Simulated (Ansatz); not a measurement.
# GeNH4+ (singlet): from Hartree-Fock to the top rungs, cc-pVDZ

Aim: climb from Hartree-Fock through coupled cluster for GeNH4+ (singlet) at one geometry and basis, and see what each rung misses.

Computed with Ansatz 0.2.0, Gaussian basis. Level: cc-pVDZ, core rule «outside noble gas», up to 15 orbitals frozen.

The runs, in order: UHF; CCSD(T) on RHF; CCSD(T) on UHF; BCCD(T) on RHF; CISD; CCSDT(Q) on RHF; CCSDT(Q) on UHF.

21 further runs of the same task are left out: 1 for a known fault of the program, 6 that didn't finish, 14 set aside as unsound or not needed. Runs told in other sessions of the task aren't counted.

### 1 The system

The geometry is a PBE0/def2-TZVP stationary point (not a proven minimum) of the parent state, kept for this charge and spin. No spin-orbit coupling is included. The filled d shell of Ge may be among the frozen orbitals whatever the setting's name suggests.

6 atoms, charge 1, spin multiplicity 1.

Atoms are counted from 1 here; the program's logs count them from 0.

Bond lengths: Ge1–N2 1.842 Å, Ge1–H3 1.551 Å, Ge1–H4 1.551 Å, N2–H5 1.010 Å, N2–H6 1.010 Å. Angles: N2–Ge1–H3 105.6°, N2–Ge1–H4 105.6°, H3–Ge1–H4 110.5°, Ge1–N2–H5 115.9°, Ge1–N2–H6 115.9°, H5–N2–H6 109.4°.

### 2 UHF

in.yaml reads:

```yaml
crystal:
  periodic: [false, false, false]
  atoms:
    - {symbol: Ge, position_ang: [0.041422, 0.000000, 0.323463]}
    - {symbol: N, position_ang: [-0.143010, 0.000000, -1.509253]}
    - {symbol: H, position_ang: [-0.692154, 1.274008, 0.817677]}
    - {symbol: H, position_ang: [-0.692154, -1.274008, 0.817677]}
    - {symbol: H, position_ang: [0.193213, 0.824355, -1.986759]}
    - {symbol: H, position_ang: [0.193213, -0.824355, -1.986759]}
basis:
  gaussian: {orbitals: cc-pVDZ}
total_charge: 1
magnetization: {spin_polarized: true, initial_magnetization: 0}
hamiltonian: {xc: hf}
output: {orbitals: {seedname: orbitals}}
```

Started as:

```console
> ansatz run in.yaml --threads 1 --pin off --events-out ev --progress --plain --max-ram 2393MiB
```

Further steps of the session: CCSD(T) on RHF; CCSD(T) on UHF; BCCD(T) on RHF; CISD; CCSDT(Q) on RHF; CCSDT(Q) on UHF.

Q: Predict the results of all the runs planned. Wanted: RCCSDT(Q) from the RHF energy; RMP2 from RCCSDT(Q); UMP2 from RCCSDT(Q); RCCSD from RCCSDT(Q); RCCSD(T) from RCCSDT(Q); UCCSD(T) from RCCSDT(Q); UCCSDT(Q) from RCCSDT(Q); T1 diagnostic.

**Answer**, as computed:

```
                         quantity                      value
    RCCSDT(Q) from the RHF energy                 -8.4093 eV
              RMP2 from RCCSDT(Q)                +1120.0 meV
              UMP2 from RCCSDT(Q)                +1763.8 meV
             RCCSD from RCCSDT(Q)                 +343.3 meV
          RCCSD(T) from RCCSDT(Q)                  +55.0 meV
          UCCSD(T) from RCCSDT(Q)                 +114.1 meV
         UCCSDT(Q) from RCCSDT(Q)                   +0.1 meV
levels within 1 kcal/mol (43 meV)  RCCSDT, UCCSDT, UCCSDT(Q)
                    T1 diagnostic                      0.030
```

What this shows: RCCSD(T) misses by +55.0 meV, 0.7 % of the correlation energy. CCSD(T) misses by +55.0 meV on the restricted determinant and by +114.1 meV on the unrestricted one; the two need not hold the same state or core. These misses are within one basis, not against nature.
